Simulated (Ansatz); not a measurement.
# NaB6: the cost of one run

Program: Ansatz 0.2.0. Level of theory: DFT PBE, scalar-relativistic, plane waves, PAW. These are calculated values, not measurements.

## 1. Starting point

Symmetry: R-3c, No. 167, trigonal system. Conventional cell: a = 4.385 Å, b = 4.385 Å, c = 16.112 Å, α = 90.00°, β = 90.00°, γ = 120.00°. Na (site symmetry -3) has 12 B at 2.12 to 2.17 Å as nearest neighbours. B (site symmetry 1) has 5 B at 1.64 to 2.24 Å and 2 Na at 2.12 to 2.17 Å as nearest neighbours.

As a file:

```cif
data_structure
_symmetry_space_group_name_H-M 'P 1'
_symmetry_Int_Tables_number 1
_cell_length_a 5.9374
_cell_length_b 5.9374
_cell_length_c 5.9374
_cell_angle_alpha 43.340
_cell_angle_beta 43.340
_cell_angle_gamma 43.340
_cell_volume 89.43
loop_
_atom_site_label
_atom_site_type_symbol
_atom_site_fract_x
_atom_site_fract_y
_atom_site_fract_z
_atom_site_occupancy
Na1 Na 0.00000 0.00000 0.00000 1
Na2 Na 0.50000 0.50000 0.50000 1
B1 B 0.95070 0.04102 0.36066 1
B2 B 0.13934 0.45898 0.54930 1
B3 B 0.54102 0.45070 0.86066 1
B4 B 0.54930 0.13934 0.45898 1
B5 B 0.95898 0.63934 0.04930 1
B6 B 0.36066 0.95070 0.04102 1
B7 B 0.04930 0.95898 0.63934 1
B8 B 0.45898 0.54930 0.13934 1
B9 B 0.86066 0.54102 0.45070 1
B10 B 0.45070 0.86066 0.54102 1
B11 B 0.04102 0.36066 0.95070 1
B12 B 0.63934 0.04930 0.95898 1
```

A structure generator made this guess: 4-connected net of one element, guests in its cages (R-3c, No. 167). Its size is a rough estimate.

## 2. Probe: one point on a coarse mesh

The input, input.yaml:

```yaml
crystal:
  lattice:
    - [2.19242135, 1.26579506, 5.37059523]
    - [-2.19242135, 1.26579506, 5.37059523]
    - [0.0, -2.53159011, 5.37059523]
  atoms:
    - { symbol: Na, position: [0.0, 0.0, 0.0] }
    - { symbol: Na, position: [0.5, 0.5, 0.5] }
    - { symbol: B, position: [0.950701, 0.041025, 0.36066401] }
    - { symbol: B, position: [0.13933599, 0.458975, 0.549299] }
    - { symbol: B, position: [0.541025, 0.450701, 0.86066401] }
    - { symbol: B, position: [0.549299, 0.13933599, 0.458975] }
    - { symbol: B, position: [0.958975, 0.63933599, 0.049299] }
    - { symbol: B, position: [0.36066401, 0.950701, 0.041025] }
    - { symbol: B, position: [0.049299, 0.958975, 0.63933599] }
    - { symbol: B, position: [0.458975, 0.549299, 0.13933599] }
    - { symbol: B, position: [0.86066401, 0.541025, 0.450701] }
    - { symbol: B, position: [0.450701, 0.86066401, 0.541025] }
    - { symbol: B, position: [0.041025, 0.36066401, 0.950701] }
    - { symbol: B, position: [0.63933599, 0.049299, 0.958975] }
basis:
  ecutwfc: 420
kpoints:
  mp_grid: { grid: [6, 6, 6] }
hamiltonian:
  xc: pbe
scf:
  occupations: { method: gaussian, width: 0.1 }
  lower_state_search: "off"
output:
  forces: true
  stress: true
  eigenvalues: true
```

Launch:

```
ansatz run input.yaml --threads 1 --pin off --max-ram 2560MiB --backend cpu --events-out ev --progress --plain --runs-dir out
```

**Question.** How long does this run take on 1 thread of Arm Neoverse V1, shared host, and how much memory does it need?

About 8.1 s, with a peak of 0.38 GiB.
